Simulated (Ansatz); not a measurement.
# Cl2FHNV: up Jacob's ladder to CCSD(T)

The task here is to estimate one member of a computed series from the others.

Computed with Ansatz 0.2.0, Gaussian basis. Level: functionals in def2-TZVPP, the program's frozen cores in correlated methods.

The runs, in order: LDA (SPW92), PBE-D4, revPBE-D4, BLYP-D4, r2SCAN-D4, B97M-V, PBE0-D4, B3LYP-D4, r2SCANh-D4, r2SCAN0-D4, HSE06-D4, BHLYP-D4, CAM-B3LYP-D4, LC-ωPBE, ωB97X-V, ωB97M-V, B2PLYP, PBE-QIDH; CCSD(T)/def2-SVP; CCSD(T)/def2-TZVPP; MP2/def2-QZVPP; extrapolation to the limit; RPA on PBE.

### The geometry

An earlier PBE0-D4 in a triple-zeta def2 set relaxation fixed the geometry.

SMILES `[NH]=[V]([F])([Cl])[Cl]`, 6 atoms, charge 0, spin multiplicity 1.

Atoms are counted from 1 here; the program's logs count them from 0.

Bond lengths: N1–V2 1.588 Å, N1–H6 1.013 Å, V2–F3 1.721 Å, V2–Cl4 2.142 Å, V2–Cl5 2.142 Å. Angles: V2–N1–H6 179.9°, N1–V2–F3 108.6°, N1–V2–Cl4 107.3°, N1–V2–Cl5 107.3°, F3–V2–Cl4 111.3°, F3–V2–Cl5 111.3°, Cl4–V2–Cl5 111.0°.

Set-up of the first run:

The input, in.yaml:

```yaml
crystal:
  periodic: [false, false, false]
  atoms:
    - {symbol: N, position_ang: [-0.327808, 0.271247, 1.104747]}
    - {symbol: V, position_ang: [0.186365, -0.158406, -0.335324]}
    - {symbol: F, position_ang: [1.521419, -1.226994, -0.144098]}
    - {symbol: Cl, position_ang: [-1.445252, -1.124819, -1.330551]}
    - {symbol: Cl, position_ang: [0.763839, 1.629289, -1.363573]}
    - {symbol: H, position_ang: [-0.656564, 0.545683, 2.022599]}
basis:
  gaussian: {orbitals: def2-TZVPP}
hamiltonian: {xc: lda}
output: {orbitals: {seedname: orbitals}}
```

Among the steps run: LDA; PBE-D4 (GGA); revPBE-D4 (GGA); BLYP-D4 (GGA); r2SCAN-D4 (meta-GGA); B97M-V (meta-GGA); PBE0-D4 (hybrid); B3LYP-D4 (hybrid); r2SCANh-D4 (hybrid); r2SCAN0-D4 (hybrid); HSE06-D4 (hybrid); BHLYP-D4 (hybrid); CAM-B3LYP-D4 (range-separated); LC-ωPBE-D4 (range-separated; the results give it without D4); ωB97X-V (range-separated); ωB97M-V (range-separated); B2PLYP (double hybrid); PBE-QIDH (double hybrid).

One table of the session follows, with a row left open; its other results are not shown here.

It belongs to the step «Orbital energies across the functionals». 

| functional | HOMO (eV) | LUMO (eV) | gap (eV) |
| --- | --- | --- | --- |
| LDA (SPW92) | ? | ? | ? |
| PBE-D4 | -7.53 | -4.51 | 3.02 |
| revPBE-D4 | -7.47 | -4.42 | 3.04 |
| BLYP-D4 | -7.37 | -4.40 | 2.98 |
| r2SCAN-D4 | -7.87 | -4.57 | 3.31 |
| B97M-V | -7.94 | -4.58 | 3.36 |
| PBE0-D4 | -8.92 | -3.71 | 5.21 |
| B3LYP-D4 | -8.65 | -3.94 | 4.71 |
| r2SCANh-D4 | -8.38 | -4.24 | 4.14 |
| r2SCAN0-D4 | -9.15 | -3.72 | 5.42 |
| HSE06-D4 | -8.52 | -4.08 | 4.43 |
| BHLYP-D4 | -10.14 | -2.68 | 7.46 |
| CAM-B3LYP-D4 | -10.26 | -2.64 | 7.62 |
| LC-ωPBE | -11.64 | -1.56 | 10.09 |
| ωB97X-V | -11.26 | -1.55 | 9.71 |
| ωB97M-V | -11.11 | -1.52 | 9.60 |

Q: Estimate the row for LDA (SPW92) from the others.

**Answer.** HOMO (eV): -7.70; LUMO (eV): -4.74; gap (eV): 2.96. In the column «HOMO (eV)» it lies between r2SCAN-D4 (-7.87) and PBE-D4 (-7.53).
